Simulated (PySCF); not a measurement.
# SrO2: singlet, from a bent start

Aim: relax SrO2 as a singlet from a bent start, check by its vibrations whether the end is a minimum, and collect its spectrum and constants.

Program: PySCF 2.14.0. Level of theory: PBE, basis Sr def2-TZVP with ECP28, O def2-TZVP, scalar-relativistic core potentials, no spin–orbit coupling, density fitting. These are calculated values, not measurements.

## 1. The starting structure

3 atoms, charge 0, spin multiplicity 1.

Bond lengths: Sr1–O2 2.140 Å, Sr1–O3 2.140 Å. Angles: O2–Sr1–O3 110.0°.

```xyz
3
charge 0 multiplicity 1
Sr    0.0000    0.0000    0.0000
O     1.7530    0.0000    1.2275
O    -1.7530    0.0000    1.2275
```

## 2. First SCF at the start

One driver script runs all steps and calls PySCF; scf.py shows how it sets up the SCF of each step. The optimiser is the driver's own. After this first run the driver tries any further starts and a stability analysis.

Input file scf.py:

```python
from pyscf import gto, scf, dft
mol = gto.M(atom='''
Sr     0.000000     0.000000     0.000000
O      1.753000     0.000000     1.227500
O     -1.753000     0.000000     1.227500''',
    basis={'Sr': 'def2-TZVP', 'O': 'def2-TZVP'},
    ecp={'Sr': 'def2-TZVP'},
    charge=0, spin=0)
mf = dft.RKS(mol, xc='PBE')
mf.grids.atom_grid = (50, 194)
aux = {'Sr': 'def2-universal-JKFIT', 'O': 'def2-universal-JKFIT'}
mf = mf.density_fit(auxbasis=aux)
mf.conv_tol = 1e-08
mf.diis_space = 10
mf.max_cycle = 60
mf.init_guess = 'minao'
mf.verbose = 4
mf.kernel()
```

Launch:

```bash
OMP_NUM_THREADS=2 python axn.py task.json out
```

Standard output (excerpt; [...] marks lines left out):

```text
[... the frontier levels of the middle cycles are left out ...]
init E= -179.239531371078
  HOMO = -0.514761675115827  LUMO = -0.50788249276427  gap/eV = 0.18719
cycle= 1 E= -180.761463946872  delta_E= -1.52  |g|= 0.836  |ddm|=  2.9
  HOMO = -0.0624964320325972  LUMO = -0.0534840429040082  gap/eV = 0.24524
cycle= 2 E= -178.990431213732  delta_E= 1.77  |g|= 2.65  |ddm|= 2.75
cycle= 3 E= -180.868107187519  delta_E= -1.88  |g|= 0.379  |ddm|= 2.52
cycle= 4 E= -180.919672071454  delta_E= -0.0516  |g|= 0.245  |ddm|=  1.5
cycle= 5 E= -180.901856884339  delta_E= 0.0178  |g|= 0.191  |ddm|= 1.58
cycle= 6 E= -180.928156828589  delta_E= -0.0263  |g|= 0.109  |ddm|= 1.58
cycle= 7 E= -180.899738201788  delta_E= 0.0284  |g|= 0.175  |ddm|= 1.44
cycle= 8 E= -180.903985042454  delta_E= -0.00425  |g|= 0.158  |ddm|= 1.49
cycle= 9 E= -180.757575748408  delta_E= 0.146  |g|= 0.731  |ddm|= 1.49
cycle= 10 E= -180.85690357346  delta_E= -0.0993  |g|= 0.445  |ddm|= 0.18
cycle= 11 E= -180.885488776992  delta_E= -0.0286  |g|= 0.295  |ddm|= 0.0864
cycle= 12 E= -180.899254893729  delta_E= -0.0138  |g|= 0.177  |ddm|= 0.0885
cycle= 13 E= -180.928757644218  delta_E= -0.0295  |g|= 0.0918  |ddm|= 1.44
cycle= 14 E= -180.899029853628  delta_E= 0.0297  |g|= 0.18  |ddm|= 1.44
[... 46 cycles left out ...]
SCF not converged.
init E= -179.239531371078
[... 20 cycles left out ...]
SCF not converged.
init E= -180.680010620939
[... 16 cycles left out ...]
cycle= 17 E= -180.928549404737  delta_E= -0.0353  |g|= 0.057  |ddm|= 0.153
cycle= 18 E= -180.926232126665  delta_E= 0.00232  |g|= 0.134  |ddm|= 0.0965
cycle= 19 E= -180.917806186279  delta_E= 0.00843  |g|= 0.231  |ddm|= 0.0618
cycle= 20 E= -180.90477755924  delta_E= 0.013  |g|= 0.328  |ddm|= 0.0619
cycle= 21 E= -180.896343683861  delta_E= 0.00843  |g|= 0.376  |ddm|= 0.0555
cycle= 22 E= -180.898832163937  delta_E= -0.00249  |g|= 0.36  |ddm|= 0.0537
cycle= 23 E= -180.900278880007  delta_E= -0.00145  |g|= 0.351  |ddm|= 0.0628
cycle= 24 E= -180.901856549593  delta_E= -0.00158  |g|= 0.341  |ddm|= 0.0746
cycle= 25 E= -180.909053569762  delta_E= -0.0072  |g|= 0.293  |ddm|= 0.089
cycle= 26 E= -180.915748759316  delta_E= -0.0067  |g|= 0.239  |ddm|= 0.0963
cycle= 27 E= -180.917605363685  delta_E= -0.00186  |g|= 0.219  |ddm|= 0.0941
cycle= 28 E= -180.918321977412  delta_E= -0.000717  |g|= 0.207  |ddm|= 0.0974
cycle= 29 E= -180.918221281502  delta_E= 0.000101  |g|= 0.201  |ddm|= 0.109
cycle= 30 E= -180.91228458151  delta_E= 0.00594  |g|= 0.25  |ddm|= 0.0702
SCF not converged.
  HOMO = -0.139975037733922  LUMO = -0.138557945695089  gap/eV = 0.03856
macro= 0  E= -180.926213015567  delta_E= -0.0139284  |g|= 0.0241045  3 KF 11 JK
macro= 1  E= -180.92747134785  delta_E= -0.00125833  |g|= 0.0110783  1 KF 5 JK
macro= 2  E= -180.928219991994  delta_E= -0.000748644  |g|= 0.0267024  1 KF 5 JK
macro= 3  E= -180.930114529876  delta_E= -0.00189454  |g|= 0.0190842  4 KF 23 JK
macro= 4  E= -180.930225439371  delta_E= -0.000110909  |g|= 0.0183543  2 KF 7 JK
macro= 5  E= -180.930320360028  delta_E= -9.49207e-05  |g|= 0.00366104  3 KF 13 JK
macro= 6  E= -180.930324484586  delta_E= -4.12456e-06  |g|= 0.000555769  2 KF 14 JK
macro= 7  E= -180.930324484592  delta_E= -5.74119e-12  |g|= 3.1166e-05  1 KF 2 JK
macro X = 8  E=-180.930324484592  |g|= 3.1166e-05  total 18 KF 89 JK
converged SCF energy = -180.930324484592
```

This step, with its further starts and checks, took 35 s on 2 threads of Arm Neoverse V2, shared host.

Energies from each starting density:

| start | energy (Eh) |
| --- | --- |
| the minimal-basis guess | -180.930324 |
| a thermally smeared density | -180.930324 |
| a smeared PBE density | -180.930324 |

Where DIIS stalls, the driver goes on with a level shift of 0.3 Eh and then with a second-order solver.

The test of internal stability and the other starts found no lower closed-shell solution.

## 3. Bent start, singlet: relaxation

The program finds C2v symmetry in the start, which this walk keeps. The walk stops when the largest gradient is under 0.0003 Eh/bohr and the energy has settled too.

scf.py, as its differences from that of step 2:

```diff
@@ -3,3 +3,3 @@
-Sr     0.000000     0.000000     0.000000
-O      1.753000     0.000000     1.227500
-O     -1.753000     0.000000     1.227500''',
+Sr     0.000000     0.000000    -0.327515
+O      1.753000     0.000000     0.899985
+O     -1.753000     0.000000     0.899985''',
@@ -16 +15,0 @@
-mf.init_guess = 'minao'
```

The optimiser's trace:

| step | energy (Eh) | change (kJ/mol) | largest symmetric gradient (Eh/bohr) |
| --- | --- | --- | --- |
| 0 | -180.930324 | 0.00 | 0.01389 |
| 1 | -180.932654 | -6.12 | 0.02052 |
| 2 | -180.936594 | -16.46 | 0.02715 |
| 3 | -180.941863 | -30.30 | 0.03151 |
| 4 | -180.947439 | -44.93 | 0.03240 |
| 5 | -180.963159 | -86.21 | 0.02216 |
| 6 | -180.972369 | -110.39 | 0.01551 |
| 7 | -180.974901 | -117.04 | 0.00140 |
| 8 | -180.974942 | -117.14 | 0.00023 |
| 9 | -180.974943 | -117.15 | 0.00001 |

The walk took 54 s.

Geometry (Å) and forces (eV/Å) at some steps:

```
step 0
Sr   0.000   0.000  -0.328   0.000   0.000   0.714
O    1.753   0.000   0.900   0.018   0.000  -0.357
O   -1.753   0.000   0.900  -0.018   0.000  -0.357
step 1
Sr   0.000   0.000  -0.279   0.000   0.000   1.055
O    1.794   0.000   0.875  -0.064   0.000  -0.528
O   -1.794   0.000   0.875   0.065   0.000  -0.528
step 5
Sr   0.000   0.000   0.200   0.000   0.000   1.139
O    2.019   0.000   0.636  -0.976   0.001  -0.570
O   -2.019   0.000   0.636   0.976  -0.001  -0.570
step 9
Sr   0.000   0.000   0.491   0.000   0.000   0.000
O    1.943   0.000   0.491   0.000   0.000   0.000
O   -1.943   0.000   0.491   0.000   0.000   0.000
```

After 9 steps and 117.1 kJ/mol it ends at D∞h: Sr–O 1.943 Å (×2); O–Sr–O 180.0°.

## 4. Is it a minimum? Harmonic modes

The point is checked on the finer grid, and tightened if its gradient asks for it. The Hessian and the dipole derivatives come from central differences of analytic gradients, with steps of 0.02 bohr.

scf.py, as its differences from that of step 3:

```diff
@@ -3,3 +3,3 @@
-Sr     0.000000     0.000000    -0.327515
-O      1.753000     0.000000     0.899985
-O     -1.753000     0.000000     0.899985''',
+Sr     0.000000     0.000000     0.000000
+O      1.944951     0.000000    -0.000000
+O     -1.944951    -0.000000     0.000000''',
@@ -10 +10 @@
-mf.grids.atom_grid = (50, 194)
+mf.grids.atom_grid = (75, 302)
@@ -13 +13 @@
-mf.conv_tol = 1e-08
+mf.conv_tol = 1e-10
```

The driver hands on the density of the step before, so the log starts near convergence.

SCF at the final geometry:

```text
init E= -180.975085904982
  HOMO = -0.224267757628436  LUMO = -0.186251381005494  gap/eV = 1.03448
cycle= 1 E= -180.975085904982  delta_E= -8.53e-14  |g|= 3.25e-07  |ddm|= 2.38e-07
  HOMO = -0.224267673997636  LUMO = -0.186251301474655  gap/eV = 1.03448
Extra cycle  E= -180.975085904982  delta_E= -5.68e-14  |g|= 1.08e-06  |ddm|= 6.84e-07
converged SCF energy = -180.975085904982
```

The whole step took 13 s.

Geometry: D∞h; Sr–O 1.945 Å (×2); O–Sr–O 180.0°.

Harmonic modes (main isotopes):

| symmetry | ω (cm⁻¹) | IR (km/mol) |
| --- | --- | --- |
| πu | 167 | 127 |
| σg+ | 480 | 0.0 |
| σu+ | 658 | 109 |

Every mode is real; the point is a minimum.

Constants and moments:

```
Dipole moment                                                   : 0.00 D
Highest occupied level                                          : -6.10 eV
Lowest empty level                                              : -5.07 eV
Rotational constants                                            : 0.1393 cm⁻¹
Zero-point energy                                               : 8.8 kJ/mol
Principal polarisabilities                                      : 25.0, 25.0, 81.1 bohr³
Atomisation energy without zero-point energy                    : 713 kJ/mol
Principal traceless quadrupole moments about the centre of mass : -21.45, 10.73, 10.73 D Å
Entropy at 298.15 K and 1 bar                                   : 256.9 J/(mol K)
Heat capacity Cp at 298.15 K                                    : 54.1 J/(mol K)
Enthalpy at 298.15 K above 0 K                                  : 12.87 kJ/mol
Rotational symmetry number                                      : 2
```

Populations by atom (charges in e):

| atom | Mulliken | Löwdin | polar tensor | Mayer order to Sr1 |
| --- | --- | --- | --- | --- |
| Sr1 | 1.19 | 0.86 | 1.36 | – |
| O2,3 | -0.59 | -0.43 | -0.68 | 0.95 |

Mulliken populations on Sr1 (outside its core potential): s 2.01, p 5.95, d 0.85.

## 5. Stability of the closed shell

At the lowest minimum the closed shell is tested against spin polarisation, on the (50, 194) grid. It is unstable: an open-shell solution lies lower. That solution was not followed to a minimum here.

## 6. Summary of results

```
                            quantity                                                            value
                             minimum  singlet, D∞h (closed shell, unstable towards spin polarisation)
                            geometry                                 Sr–O 1.945 Å (×2); O–Sr–O 180.0°
                  wavenumbers (cm⁻¹)                                   167 (πu), 480 (σg+), 658 (σu+)
                       dipole moment                                                           0.00 D
highest occupied, lowest empty level                                                  -6.10, -5.07 eV
          polar-tensor charge of Sr1                                                          +1.36 e
                   zero-point energy                                                       8.8 kJ/mol
```

The bent start (C2v) ends in a minimum of D∞h symmetry. In the infrared the band at 167 cm⁻¹ (πu, bend) leads. The dipole vanishes although Sr1 carries +1.4 e by the polar tensor: the bond dipoles cancel. Other starts or spin states, not run here, may lie lower. Spin polarisation would lower this closed shell, so its numbers describe a constrained state.

The search up to here took 1.8 min on 2 threads of Arm Neoverse V2, shared host.
